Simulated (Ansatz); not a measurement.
# CuSbPbS3 (Bournonite): the cost of one run

Computed with Ansatz 0.2.0 (DFT PBEsol, scalar-relativistic, plane waves, PAW, unless a step's input says otherwise).

## (1) The starting structure

It takes space group Pmn2_1 (No. 31, orthorhombic). The conventional cell has a = 7.752 Å, b = 8.027 Å, c = 8.589 Å, α = 90.00°, β = 90.00°, γ = 90.00°. Cu (site symmetry 1) is surrounded by 4 S at 2.26 to 2.35 Å. Around Sb (site symmetry m) lie 3 S at 2.49 Å. Around Sb (site symmetry m) lie 3 S at 2.46 to 2.48 Å. Pb (site symmetry m) is surrounded by 4 S at 2.81 to 3.00 Å. Around Pb (site symmetry m) lie 7 S at 2.85 to 3.21 Å and 2 Cu at 3.15 Å. Around S (site symmetry m) lie 2 Cu at 2.26 Å and 1 Sb at 2.46 Å and 1 Pb at 2.83 Å. Around S (site symmetry m) lie 2 Cu at 2.30 Å and 1 Sb at 2.49 Å and 2 Pb at 2.85 to 3.00 Å. S (site symmetry 1) has 1 Cu at 2.31 Å and 1 Sb at 2.49 Å and 2 Pb at 2.81 to 3.21 Å in its first shell of neighbours. Only part of the 9 independent sites is listed.

Coordinates:

```xyz
24
Lattice="7.7520 0.0000 0.0000 0.0000 8.0266 0.0000 0.0000 0.0000 8.5888" Properties=species:S:1:pos:R:3 pbc="T T T"
Cu    1.8910    2.2591    3.6188
Cu    5.8610    2.2591    3.6188
Cu    5.7669    5.7675    7.9132
Cu    1.9850    5.7675    7.9132
Sb    3.8760    0.5887    0.3847
Sb    0.0000    7.4379    4.6791
Sb    0.0000    4.0944    1.3473
Sb    3.8760    3.9322    5.6417
Pb    0.0000    0.6029    8.5044
Pb    3.8760    7.4237    4.2100
Pb    3.8760    4.5397    1.5231
Pb    0.0000    3.4869    5.8175
S     0.0000    1.8868    2.4351
S     3.8760    6.1398    6.7295
S     3.8760    1.8687    2.5153
S     0.0000    6.1579    6.8097
S     1.8454    0.8808    5.4666
S     5.9066    0.8808    5.4666
S     5.7214    7.1458    1.1723
S     2.0306    7.1458    1.1723
S     2.0457    4.5582    4.0826
S     5.7063    4.5582    4.0826
S     5.9217    3.4684    8.3770
S     1.8303    3.4684    8.3770
```

It is the result of an earlier relaxation at this level (volume 22.27 Å³/atom; gap on the mesh: 0.59 eV).

## (2) Static run: bands, density of states and charges

The input, input.yaml:

```yaml
crystal:
  lattice:
    - [7.7519792609, 0.0, 0.0]
    - [0.0, 8.0266285714, 0.0]
    - [0.0, 0.0, 8.5887612323]
  atoms:
    - { symbol: Cu, position: [0.2439321518, 0.2814499807, 0.4213431422] }
    - { symbol: Cu, position: [0.7560678482, 0.2814499807, 0.4213431422] }
    - { symbol: Cu, position: [0.7439321518, 0.7185500193, 0.9213431422] }
    - { symbol: Cu, position: [0.2560678482, 0.7185500193, 0.9213431422] }
    - { symbol: Sb, position: [0.5, 0.0733455294, 0.0447886171] }
    - { symbol: Sb, position: [0.0, 0.9266544706, 0.5447886171] }
    - { symbol: Sb, position: [0.0, 0.5101073635, 0.1568677292] }
    - { symbol: Sb, position: [0.5, 0.4898926365, 0.6568677292] }
    - { symbol: Pb, position: [0.0, 0.0751144737, 0.9901792811] }
    - { symbol: Pb, position: [0.5, 0.9248855263, 0.4901792811] }
    - { symbol: Pb, position: [0.5, 0.5655803778, 0.1773379317] }
    - { symbol: Pb, position: [0.0, 0.4344196222, 0.6773379317] }
    - { symbol: S, position: [0.0, 0.2350710585, 0.2835270879] }
    - { symbol: S, position: [0.5, 0.7649289415, 0.7835270879] }
    - { symbol: S, position: [0.5, 0.2328111274, 0.2928636976] }
    - { symbol: S, position: [0.0, 0.7671888726, 0.7928636976] }
    - { symbol: S, position: [0.2380557465, 0.1097322812, 0.6364870671] }
    - { symbol: S, position: [0.7619442535, 0.1097322812, 0.6364870671] }
    - { symbol: S, position: [0.7380557465, 0.8902677188, 0.1364870671] }
    - { symbol: S, position: [0.2619442535, 0.8902677188, 0.1364870671] }
    - { symbol: S, position: [0.2638909284, 0.5678828315, 0.4753476184] }
    - { symbol: S, position: [0.7361090716, 0.5678828315, 0.4753476184] }
    - { symbol: S, position: [0.7638909284, 0.4321171685, 0.9753476184] }
    - { symbol: S, position: [0.2361090716, 0.4321171685, 0.9753476184] }
basis:
  ecutwfc: 420
kpoints:
  mp_grid: { grid: [6, 6, 4] }
  band_path:
    path:
      - [[0.0, 0.0, 0.0], [0.5, 0.0, 0.0], [0.5, 0.5, 0.0], [0.0, 0.5, 0.0], [0.0, 0.0, 0.0], [0.0, 0.0, 0.5], [0.5, 0.0, 0.5], [0.5, 0.5, 0.5], [0.0, 0.5, 0.5], [0.0, 0.0, 0.5]]
      - [[0.5, 0.0, 0.0], [0.5, 0.0, 0.5]]
      - [[0.0, 0.5, 0.0], [0.0, 0.5, 0.5]]
      - [[0.5, 0.5, 0.0], [0.5, 0.5, 0.5]]
    npoints: 10
hamiltonian:
  xc: pbesol
scf:
  occupations: { method: gaussian, width: 0.02 }
  n_extra_bands: 60
output:
  forces: true
  stress: true
  eigenvalues: true
  populations: true
  dos: { projected: true, de: 0.02, nscf_kmesh: { grid: [9, 9, 6] } }
  bader: false
```

On the command line:

```console
$ ansatz run input.yaml --threads 8 --pin off --max-ram 22528MiB --backend cpu --events-out ev --progress --plain --runs-dir out
```

Q: Estimate wall time and peak memory on 8 threads of Intel Xeon at 2.50GHz (Skylake/Cascade Lake), shared host.

About 15 min, with a peak of 11 GiB.
